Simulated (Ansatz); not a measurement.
CH3BCl2O, SMILES OB(Cl)CCl: vertical spin-state energies, run with Ansatz 0.2.0, Python API.

`ch3bcl2o.xyz`
```text
8

O    -0.29190    0.38560    1.68450
B     0.38610   -0.15050    0.54630
Cl    2.11310   -0.66570    0.75320
C    -0.26700   -0.36350   -0.84900
Cl   -0.85430    1.18370   -1.53350
H    -0.18110    1.42130    1.60020
H    -1.20250   -1.01950   -0.69090
H     0.38980   -0.84850   -1.56650
```

`spin.py`:
```python
'''Vertical spin-state energies of CH3BCl2O.'''

import logging
import sys

import ansatz

logging.basicConfig(stream=sys.stdout, format='%(levelname)s:%(name)s:%(message)s')
logger = logging.getLogger('ansatz_job')
logger.setLevel(logging.INFO)

geometry = ansatz.Crystal.molecule_from_extxyz('ch3bcl2o.xyz')

model = (
    geometry.calculation()
    .basis(gaussian='cc-pVDZ')
    .functional('pbe')
)
found = {}
for unpaired in [0, 2]:
    rep = model.spin('collinear', total=unpaired).run(threads=1, pin='off').report
    s = unpaired / 2
    found[unpaired] = rep['free_energy_ev']
    logger.info(f'2S+1 = {unpaired + 1}: E = {found[unpaired]:.5f} eV, <S^2> = {abs(rep["mean_field"]["state"]["spin_squared"]):.3f} (pure state {s * (s + 1):.2f})')
lowest = min(found, key=found.get)
for unpaired, e in found.items():
    logger.info(f'multiplicity {unpaired + 1}: {96.485332 * (e - found[lowest]):.1f} kJ/mol above the lowest')
```

Which spin state is lowest at this geometry, and how far above lie the others?

In order: multiplicity 1 (+0.00 eV) and multiplicity 3 (+4.37 eV), all at the one geometry.

The run itself:

```console
$ python spin.py
INFO:ansatz_job:2S+1 = 1: E = -28842.05006 eV, <S^2> = 0.000 (pure state 0.00)
INFO:ansatz_job:2S+1 = 3: E = -28837.68376 eV, <S^2> = 2.003 (pure state 2.00)
INFO:ansatz_job:multiplicity 1: 0.0 kJ/mol above the lowest
INFO:ansatz_job:multiplicity 3: 421.3 kJ/mol above the lowest
```

What to keep in mind:
- Total energies depend on the basis set; only differences at equal settings carry meaning.
- The geometry is a force-field or estimated start, not a minimum of this method, and the basis set is short of its limit. All parts are taken at fixed geometry, without zero-point energy.
- Run time: 18 s on 1 thread of Arm Neoverse V1 (shared host), peak memory 0.25 GiB.

(Lines on the test bed's own set-up are left out of the output.)
